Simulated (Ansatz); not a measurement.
# C8H4Sn: ionisation energy by level of theory

The task here is to estimate one member of a computed series from the others.

Computed with Ansatz 0.2.0, Gaussian basis. Level: unrestricted cation, the program's frozen cores in correlated methods.

Levels to be run: UKS PBE-D4/def2-TZVPP; UKS r2SCAN-D4/def2-TZVPP; UKS PBE0-D4/def2-TZVPP; UKS B3LYP-D4/def2-TZVPP; UKS wB97X-V/def2-TZVPP; UKS wB97M-V/def2-TZVPP; UKS B2PLYP/def2-TZVPP; UHF-CCSD(T)/def2-TZVPP; UHF-MP2/def2-QZVPP; extrapolation to the limit; then −ε(HOMO) from the neutral's earlier runs with LDA (SPW92), PBE-D4, revPBE-D4, BLYP-D4, r2SCAN-D4, B97M-V, PBE0-D4, B3LYP-D4, r2SCANh-D4, r2SCAN0-D4, HSE06-D4, BHLYP-D4, CAM-B3LYP-D4, LC-ωPBE, ωB97X-V, ωB97M-V.

1 further run of the same task is left out (for a known fault of the program).

## The geometry

The geometry comes from an earlier relaxation with PBE0-D4 in a triple-zeta def2 set; it is a stationary point, not always the lowest conformer. Sn takes the def2 core potential; no spin-orbit term is included.

SMILES `C#[C][Sn]([C]#C)([C]#C)[C]#C`, 13 atoms, charge 0, spin multiplicity 1.

Atoms are counted from 1 here; the program's logs count them from 0.

Bond lengths: C1–C2 1.205 Å, C1–H10 1.066 Å, C2–Sn3 2.066 Å, Sn3–C4 2.066 Å, Sn3–C6 2.066 Å, Sn3–C8 2.066 Å, C4–C5 1.205 Å, C5–H11 1.066 Å, C6–C7 1.205 Å, C7–H12 1.066 Å, C8–C9 1.205 Å, C9–H13 1.066 Å. Angles: C2–C1–H10 180.0°, C1–C2–Sn3 179.9°, C2–Sn3–C4 109.5°, C2–Sn3–C6 109.5°, C2–Sn3–C8 109.5°, C4–Sn3–C6 109.5°, C4–Sn3–C8 109.5°, C6–Sn3–C8 109.5°, Sn3–C4–C5 179.9°, C4–C5–H11 180.0°, Sn3–C6–C7 180.0°, C6–C7–H12 180.0°, Sn3–C8–C9 179.9°, C8–C9–H13 180.0°.

The first run:

in.yaml

```yaml
crystal:
  periodic: [false, false, false]
  atoms:
    - {symbol: C, position_ang: [3.080092, 0.289083, -1.067045]}
    - {symbol: C, position_ang: [1.946220, 0.180818, -0.674523]}
    - {symbol: Sn, position_ang: [0.002535, -0.002959, 0.000095]}
    - {symbol: C, position_ang: [-1.128984, -0.990121, -1.418351]}
    - {symbol: C, position_ang: [-1.790790, -1.566479, -2.243751]}
    - {symbol: C, position_ang: [-0.791955, 1.875061, 0.329729]}
    - {symbol: C, position_ang: [-1.255236, 2.970322, 0.522681]}
    - {symbol: C, position_ang: [-0.015793, -1.077388, 1.764207]}
    - {symbol: C, position_ang: [-0.028465, -1.703461, 2.793445]}
    - {symbol: H, position_ang: [4.083493, 0.385258, -1.414664]}
    - {symbol: H, position_ang: [-2.375999, -2.076647, -2.974613]}
    - {symbol: H, position_ang: [-1.665325, 3.939658, 0.693308]}
    - {symbol: H, position_ang: [-0.039392, -2.257843, 3.704181]}
basis:
  gaussian: {orbitals: def2-TZVPP}
total_charge: 1
magnetization: {spin_polarized: true, initial_magnetization: 1}
hamiltonian: {xc: pbe, dispersion: d4}
```

Run with:

```console
$ ansatz run in.yaml --threads 2 --pin off --events-out ev --progress --plain --max-ram 22528MiB --backend cuda --devices 0, --max-vram 18GiB
```

Steps of the session up to this table: Cation, UKS PBE-D4/def2-TZVPP; Cation, UKS r2SCAN-D4/def2-TZVPP; Cation, UKS PBE0-D4/def2-TZVPP; Cation, UKS B3LYP-D4/def2-TZVPP; Cation, UKS wB97X-V/def2-TZVPP; Cation, UKS wB97M-V/def2-TZVPP; Cation, UKS B2PLYP (frozen core)/def2-TZVPP; Cation, UHF-CCSD(T)/def2-TZVPP; Cation, UHF-MP2/def2-QZVPP.

One table of the session follows, with a row left open; its other results are not shown here.

Orbital estimates, from the neutral's runs:

```
  functional  −ε(HOMO) (eV)
 LDA (SPW92)           7.34
      PBE-D4           7.13
   revPBE-D4           7.06
     BLYP-D4           6.94
   r2SCAN-D4           7.36
      B97M-V           7.31
     PBE0-D4           8.35
    B3LYP-D4           8.08
  r2SCANh-D4           7.82
  r2SCAN0-D4              ?
    HSE06-D4           7.95
    BHLYP-D4           9.38
CAM-B3LYP-D4           9.71
     LC-ωPBE          11.20
     ωB97X-V          10.75
     ωB97M-V          10.63
```

Estimate the missing values for r2SCAN0-D4.

Worked estimate for «−ε(HOMO) (eV)». Against the share of exact exchange, r2SCAN-D4 (0, 7.36), r2SCANh-D4 (0.1, 7.82) give a slope of 4.60 per unit share; at 0.25 the line stands at 8.51.

**Answer.** −ε(HOMO) (eV): 8.51. In «−ε(HOMO) (eV)» the line misses by 0.00.

To keep in mind: In point group Td the highest level is often degenerate; the cation then breaks the symmetry, and the runs may pick different components.
